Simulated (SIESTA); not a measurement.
The system is Sc.

```
Sc
1.0
     3.30900    0.00000    0.00000
    -1.65450    2.86568    0.00000
     0.00000    0.00000    5.27330
Sc
2
Direct
  0.66667 0.33333 0.75000
  0.33333 0.66667 0.25000
```

```yaml
Program: SIESTA 5.4.2
Task: single point
Functional: PBEsol
Potentials_or_basis: PseudoDojo 0.4 standard (PBEsol files)
Basis: DZP (energy shift 0.003 Ry; two zetas on semicore shells)
Grid_cutoff: 800 Ry
Energy_shift: 0.003 Ry
k_mesh: 9 × 9 × 5
Occupations: fermi-dirac, width 0.05 eV
Spin: no spin polarisation
```

On this cell: pressure -2.9 GPa; largest force under 0.003 eV/Å; band gap on the k mesh none (metal or under the smearing width).

The same run follows on a disturbed copy (atoms moved at random, drawn with an rms of 0.05 Å):

```
Sc
1.0
     3.30900    0.00000    0.00000
    -1.65450    2.86568    0.00000
     0.00000    0.00000    5.27330
Sc
2
Direct
  0.66919 0.32393 0.74631
  0.33512 0.66578 0.24690
```

Q: What does the disturbed cell give?

A: The energy (extrapolated to zero smearing) moves by +0.2 meV/atom; pressure -2.9 GPa; largest force 0.037 eV/Å; band gap on the k mesh none (metal or under the smearing width).

Forces on the atoms (eV/Å):
```
Sc  -0.020  0.030  0.010
Sc   0.020 -0.030 -0.011
```

Stress tensor (GPa, compression positive):
```
-2.57  0.08  0.00
 0.08 -2.36  0.00
 0.00  0.00 -3.83
```

Caveats: the basis of atomic orbitals isn't converged, which shifts pressures, moduli and gaps.
